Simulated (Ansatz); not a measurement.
MnPt2:

```xyz
3
Lattice="2.8584 0.0000 0.0000 -1.4292 2.4755 0.0000 0.0000 0.0000 6.5325" Properties=species:S:1:pos:R:3 pbc="T T T"
Pt    1.4292    0.8252    2.0656
Pt    0.0000    1.6503    4.4669
Mn    0.0000    0.0000    0.0000
```

The cell comes from a database or a generator and needn't be the stable form of this composition.

Alike in all runs: program Ansatz 0.2.0; functional PBE; potentials or basis Ansatz PAW; cutoff 420 eV (not typed: the program's choice for these potentials); k mesh 9 × 9 × 4; occupations fermi-dirac, width 0.05 eV.

Starts and where they ended:

```tsv
start	free energy over the lowest (meV/atom)	net moment (μB)	site or absolute moments (μB)	gap
collinear spin, ferromagnetic start of up to 2 μB; fixed moment 2	142.7	2.00	Pt -0.18; Mn +2.36	-
collinear spin, program default start; fixed moment 0	273.5	0.00	-	-
collinear spin, ferromagnetic start of up to 8 μB; fixed moment 8	1364.4	8.00	Pt +1.35; Mn +4.34	-
collinear spin, ferromagnetic start of up to 5 μB; fixed moment 5	5.7	5.00	Pt +0.47; Mn +3.84	-
collinear spin, ferromagnetic start of up to 4 μB; fixed moment 4	0.0	4.00	Pt +0.16; Mn +3.55	-
collinear spin, ferromagnetic start of up to 3 μB; fixed moment 3	58.1	3.00	Pt -0.07; Mn +3.07	-
collinear spin, ferromagnetic start of up to 6 μB; fixed moment 6	217.4	6.00	Pt +0.79; Mn +4.01	-
collinear spin, ferromagnetic start of up to 1 μB; fixed moment 1	222.8	1.00	Pt -0.20; Mn +1.41	-
```

All polarised runs hold their moment fixed, so the table maps the energy against it. A still lower state may exist.

Caveats: the total moment is fixed, so each spin has its own Fermi level; forces of over 1 eV/Å show positions far from the minimum, so gaps and moduli don't describe the material at rest (some runs).
